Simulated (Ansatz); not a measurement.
# STi: the cost of one run

The runs use Ansatz 0.2.0, Gaussian basis; def2-TZVPP, correlated electrons: outside noble gas.

To be run: UHF; CCSD(T) on RHF; CCSD(T) on UHF; CCSDT(Q) on RHF; CCSDT(Q) on UHF.

## Step 1: The geometry

The geometry is a PBE0/def2-TZVP stationary point (not a proven minimum) of the parent state, kept for this charge and spin. Outer-core shells of the metal stay frozen.

2 atoms, charge 0, spin multiplicity 1.

Atoms are counted from 1 here; the program's logs count them from 0.

Bond lengths: Ti1–S2 2.066 Å.

In the tables R marks a restricted determinant and U an unrestricted one; correlation energies count from the lowest restricted Hartree-Fock solution.

## Step 2: UHF

File in.yaml:

```yaml
crystal:
  periodic: [false, false, false]
  atoms:
    - {symbol: Ti, position_ang: [0.000000, 0.000000, 0.000000]}
    - {symbol: S, position_ang: [0.000000, 0.000000, 2.066400]}
basis:
  gaussian: {orbitals: def2-TZVPP}
magnetization: {spin_polarized: true, initial_magnetization: 0}
hamiltonian: {xc: hf}
output: {orbitals: {seedname: orbitals}}
```

On the command line:

```bash
$ ansatz run in.yaml --threads 1 --pin off --events-out ev --progress --plain --max-ram 2816MiB --backend cpu
```

What time and memory should one allow on 1 thread of AMD EPYC 7R13, shared host?

About 41 s, with a peak of 0.35 GiB.
